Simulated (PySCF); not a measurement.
# H6OP2Si2: the cost of one run

The runs use PySCF 2.14.0, with density-fitted response routines of our own; the level of theory stands in each step. All values are computed, except where a source is named. Atoms count from 0, in the outputs and in this text.

**1. The molecule as given**

11 atoms, charge 0, multiplicity 1; geometry from: GFN2-xTB. The atoms were then displaced at random by about 0.01 Å, so the start is not that level's minimum.

Bonds of the start (Å): P0–Si1 2.25, Si1–O2 1.66, O2–Si3 1.61, Si3–P4 2.24, P4–Si1 2.28, P0–H5 1.35, P0–H6 1.40, Si1–H7 1.46, Si3–H8 1.43, Si3–H9 1.49, P4–H10 1.37.

**2. Optimising the geometry at PBE0-D3(BJ)/def2-SVP**

What the job is given:

```
{"job": {"xc": "PBE0", "basis": "def2-SVP", "d3": "d3bj", "grid": 1, "shake": 0.01, "kind": "geom"}, "charge": 0, "multiplicity": 1}
P      2.397670    -0.118210    -0.272700
Si     0.375000     0.038340     0.709130
O     -0.574080    -1.183820     0.099350
Si    -1.818110    -0.464720    -0.624990
P     -1.116250     1.582780    -0.045790
H      2.888030    -0.960710     0.662900
H      2.886540     1.015240     0.381980
H      0.287140    -0.091720     2.159310
H     -1.785590    -0.828990    -2.005260
H     -3.032370    -0.865330     0.139040
H     -0.469860     1.851310    -1.218630
```

Command:

```console
OMP_NUM_THREADS=1 python probes_run.py task.json out
```

This one command runs all jobs of the session in turn.

Q: Estimate the wall time and peak memory of this first job on 1 thread of Arm Neoverse V1, shared host.

About 42 s, with a peak of 0.48 GiB.
